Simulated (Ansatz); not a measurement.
# In2Sb: the cost of one run

Program: Ansatz 0.2.0. Level of theory: DFT PBEsol, scalar-relativistic, plane waves, PAW. These are calculated values, not measurements.

3 further runs of the same task are left out: 3 set aside as unsound or not needed. Runs told in other sessions of the task aren't counted.

### Step 1. Starting point

Symmetry: P6_3/mmc, No. 194, hexagonal system. Conventional cell: a = 5.333 Å, b = 5.333 Å, c = 6.393 Å, α = 90.00°, β = 90.00°, γ = 120.00°. Around In (site symmetry -6m2) lie 5 Sb at 3.08 to 3.20 Å and 6 In at 3.47 Å. In (site symmetry -3m) has 8 In at 3.20 to 3.47 Å and 6 Sb at 3.47 Å in its first shell of neighbours. Sb (site symmetry -6m2) is surrounded by 11 In at 3.08 to 3.47 Å.

As a file:

```
CELL_PARAMETERS angstrom
5.33333 0.00000 0.00000
-2.66667 4.61880 0.00000
0.00000 0.00000 6.39285
ATOMIC_POSITIONS crystal
In 0.66667 0.33333 0.25000
In 0.33333 0.66667 0.75000
In 0.00000 0.00000 0.50000
In 0.00000 0.00000 0.00000
Sb 0.66667 0.33333 0.75000
Sb 0.33333 0.66667 0.25000
```

It goes back to an entry of the Materials Project, which need not be the stable form.

It is the result of an earlier relaxation at this level (volume 26.25 Å³/atom; gap on the mesh: none (metal)).

### Step 2. The reference cell

Reference values: F = -34917.8580 eV; pressure 0.01 GPa; largest force 0.000 eV/Å; gap on the mesh none (metal). It was computed beforehand with the settings of the runs below.

### Step 3. Normal modes

File input.yaml:

```yaml
crystal:
  lattice:
    - [5.3333334348, 0.0, 0.0]
    - [-2.6666667174, 4.6188022414, 0.0]
    - [0.0, 0.0, 6.3928489808]
  atoms:
    - { symbol: In, position: [0.6666666667, 0.3333333333, 0.25] }
    - { symbol: In, position: [0.3333333333, 0.6666666667, 0.75] }
    - { symbol: In, position: [0.0, 0.0, 0.5] }
    - { symbol: In, position: [0.0, 0.0, 0.0] }
    - { symbol: Sb, position: [0.6666666667, 0.3333333333, 0.75] }
    - { symbol: Sb, position: [0.3333333333, 0.6666666667, 0.25] }
basis:
  ecutwfc: 420
kpoints:
  mp_grid: { grid: [12, 12, 8] }
hamiltonian:
  xc: pbesol
scf:
  occupations: { method: gaussian, width: 0.15 }
output:
  eigenvalues: true
phonons:
  method: fd
  supercell: [1, 1, 1]
  amplitude: 0.02
  eigenvectors: true
  dielectric: false
```

Started as:

```bash
$ ansatz run input.yaml --threads 2 --pin off --max-ram 5120MiB --backend cpu --events-out ev --progress --plain --runs-dir out
```

What time and memory should one allow on 2 threads of Intel Xeon at 2.50GHz (Skylake/Cascade Lake), shared host?

About 14 min, with a peak of 2.2 GiB.
